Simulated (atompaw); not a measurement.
# Pseudopotential generation for cobalt: PAW (atompaw), LDA (PW92)

Task: generate the file, and judge it by its logarithmic derivatives, its ghosts and its cutoff.

Method: atompaw 4.2.0.5, LDA (PW92), scalar-relativistic.

## Step 1: The design

The settings as typed:

| Quantity | Value |
| --- | --- |
| element | cobalt (Co, Z = 27) |
| type | PAW |
| frozen core | [Ar] |
| valence charge | 9 |
| reference configuration | 3d7 4s1.75 4p0.25 |
| partial waves | 4s (bound): rc 1.90 bohr; 4s channel at 1.05 Ry: rc 3.00 bohr; 4p (bound): rc 3.00 bohr; 4p channel at 0.2 Ry: rc 3.00 bohr; 3d (bound): rc 1.35 bohr; 3d channel at -0.15 Ry: rc 1.35 bohr |
| local potential | vpsmatchnc scheme with l = 3 at 1 Ry, radius 2.65 bohr |
| core correction | smooth core density matched at 2.35 bohr |
| augmentation charge | sinc compensation charge, radius 3.00 bohr; PAW radius 3.00 bohr; waves and projectors: custom polynom2 7 10 vanderbiltortho |

The nodes and maxima of the atom's own shells, from an earlier all-electron run, set the scale for the radii.

All-electron outer shells of the reference configuration (LDA (PW92), scalar-relativistic, ld1.x):

```
shell  level (eV)  outermost node (bohr)  outermost maximum (bohr)
   3s     -102.37                   0.31                      0.67
   3p      -66.01                   0.28                      0.68
   3d       -8.94                      –                      0.66
   4s       -5.99                   0.96                      2.29
   4p       -1.64                   1.05                      3.17
```

## Step 2: Generation

Co.input

```
Co 27
LDA-PW scalarrelativistic loggrid 1500 logderivrange -3 5 201
4 4 3 0 0 0
4 0 1.75
4 1 0.25
3 2 7
0 0 0
c
c
c
v
c
c
v
v
2
3.00 3.00 2.65 2.35
y
1.05
n
y
0.2
n
y
-0.15
n
custom polynom2 7 10 vanderbiltortho sinc
3 1 vpsmatchnc
1.90
3.00
3.00
3.00
1.35
1.35
PWSCFOUT
UPFDX 0.0125d0 UPFXMIN -7.d0 UPFZMESH 27.d0
END
```

On the command line:

```console
$ atompaw < Co.input > Co.log
```

Before running it: what results should come out? Wanted: cutoffs for 10 and 1 mRy, occupied levels; bound ghosts; largest phase difference near zero energy, channels read; lowest eigenvalue of the overlap; share of valence orbitals outside the PAW sphere; UPF file.

**Answer**, as computed:

| quantity | value |
| --- | --- |
| cutoffs for 10 and 1 mRy, occupied levels | 300 Ry and over 300 Ry |
| bound ghosts | none found |
| largest phase difference near zero energy, channels read | 0.020 rad |
| lowest eigenvalue of the overlap (Bessel basis) | 0.387 (s) |
| share of valence orbitals outside the PAW sphere | 4s 38 %, 4p 71 %, 3d 2 % |
| UPF file | written |

In words: It counts as very hard, with 300 Ry needed at the looser tolerance. The tighter tolerance needs over 300 Ry, and converged work needs a cutoff nearer that. The slowest occupied level is 3d: taken alone it needs 300 Ry to come within 1 mRy, against 15 Ry for 4s. No bound ghost shows below the valence levels. Near zero energy the phases of the channels with partial waves agree within 0.020 rad. The pseudo curves have a pole with no partner nearby in the atom's: s at 1.18 Ry. At positive energy that is a spurious or a displaced resonance. These are tests on the free atom; a crystal test is still owed.
